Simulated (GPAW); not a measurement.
Crystal: PtSe.

```
Pt Se
1.0
     0.00000    2.79841    2.79841
     2.79841    0.00000    2.79841
     2.79841    2.79841    0.00000
Pt Se
1 1
Direct
  0.50000 0.50000 0.50000
  0.00000 0.00000 0.00000
```

The cell comes from a database or a generator and needn't be the stable form of this composition.

| Quantity | Value |
| --- | --- |
| Program | GPAW 26.7.0 |
| Task | relaxation of cell and atoms |
| Functional | BLYP |
| Dispersion | D3(BJ) |
| Potentials or basis | PAW data sets generated in the run's folder for this functional |
| Cutoff | 600 eV |
| Basis | pw |
| k mesh | 8 × 8 × 8 |
| Occupations | fermi-dirac, width 0.05 eV |
| Spin | no spin polarisation |

At the start: pressure -15.9 GPa; volume 21.91 Å³/atom.

Question: Where does the relaxation end?

Answer: Over 5 steps the energy falls by 223.7 meV/atom and the volume is 18.20 Å³/atom (-17.0 %); space group Fm-3m (No. 225, to 0.05 Å).

The path:
| step | energy change (eV) | largest force (eV/Å) | pressure (GPa) | volume (Å³) |
| --- | --- | --- | --- | --- |
| 1 | 0.0000 | 0.0000 | -15.86 | 43.83 |
| 2 | -0.1829 | 0.0000 | -13.41 | 41.84 |
| 3 | -0.3985 | 0.0000 | 8.46 | 34.44 |
| 4 | -0.4451 | 0.0000 | -1.62 | 36.81 |
| 5 | -0.4474 | 0.0000 | -0.13 | 36.40 |

Final structure:
```
Pt Se
1.0
     0.00000    2.63034    2.63034
     2.63034    0.00000    2.63034
     2.63034    2.63034    0.00000
Pt Se
1 1
Direct
  0.50000 0.50000 0.50000
  0.00000 0.00000 0.00000
```

Caveat: later steps reuse the first step's grids; the volume moved by over 15 % at a fixed basis, so the end points are rough; pairwise dispersion overbinds metals, which lowers pressure and volume.
